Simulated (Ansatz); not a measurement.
Crystal: HfB.

```
CELL_PARAMETERS angstrom
0.00000 2.31000 2.31000
2.31000 0.00000 2.31000
2.31000 2.31000 0.00000
ATOMIC_POSITIONS crystal
Hf 0.50000 0.50000 0.50000
B 0.00000 0.00000 0.00000
```

Program: Ansatz 0.2.0. Alike in all runs: potentials or basis all-electron LAPW, scalar-relativistic; no spin polarisation; cell as given.

**Question.** Order these runs on this cell by their pressure, lowest first.
A. level PBE; k mesh 5 × 5 × 5; cutoff (eV) 258; smearing fermi-dirac 0.03 eV; basis error allowed 0.002 eV/atom; mesh quality coarse
B. level LDA; k mesh 10 × 10 × 10; cutoff (eV) 283; smearing fermi-dirac 0.05 eV; basis error allowed 0.001 eV/atom; mesh quality not flagged
C. level PBEsol; k mesh 10 × 10 × 10; cutoff (eV) 282; smearing fermi-dirac 0.05 eV; basis error allowed 0.001 eV/atom; mesh quality not flagged

**Answer.** B (18.0 GPa), C (23.3 GPa), A (30.7 GPa).

Caveats: some runs use coarse meshes; a pressure of tens of GPa on the cell as given is suspect, and the run, the potentials or the cell itself is likely at fault (some runs).

Not every run made on this cell is shown here.
